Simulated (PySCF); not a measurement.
# C5H7FO: the cost of one run

Programs: PySCF 2.14.0, with routines of our own; each step states its level. All values are computed. Atoms count from 0.

## 1. The system as given

14 atoms, charge 0, multiplicity 1; geometry from: GFN2-xTB.

## 2. Circular dichroism and optical rotation: TDDFT LC-wPBE/def2-SVPD

What the job is given:

```
{"job": {"kind": "ecd", "xc": "LC-wPBE", "basis": "def2-SVPD", "nstates": 16}, "charge": 0, "multiplicity": 1}
F      0.382301    -0.168075    -2.412130
C      0.153757    -0.550432    -1.111530
C     -1.059851     0.175655    -0.516297
C     -0.799630     0.223469     0.995423
C      0.713712     0.266844     1.090194
O      1.325059     1.160836     0.209083
C      1.292885    -0.182241    -0.177959
H      0.030248    -1.641278    -1.133472
H     -1.997384    -0.313785    -0.769016
H     -1.066571     1.186341    -0.925173
H     -1.265033     1.091352     1.460195
H     -1.161515    -0.679197     1.490091
H      1.205409     0.117085     2.043329
H      2.245932    -0.687046    -0.264904
```

Method: TDDFT LC-wPBE/def2-SVPD circular dichroism and optical rotation, one conformer, gas phase.

Launch:

```console
> OMP_NUM_THREADS=1 python excited_run.py task.json out
```

This one command runs all jobs of the session in turn.

Q: Estimate the wall time and peak memory of this job on 1 thread of Arm Neoverse N1, shared host.

About 1.8 min, with a peak of 0.84 GiB.
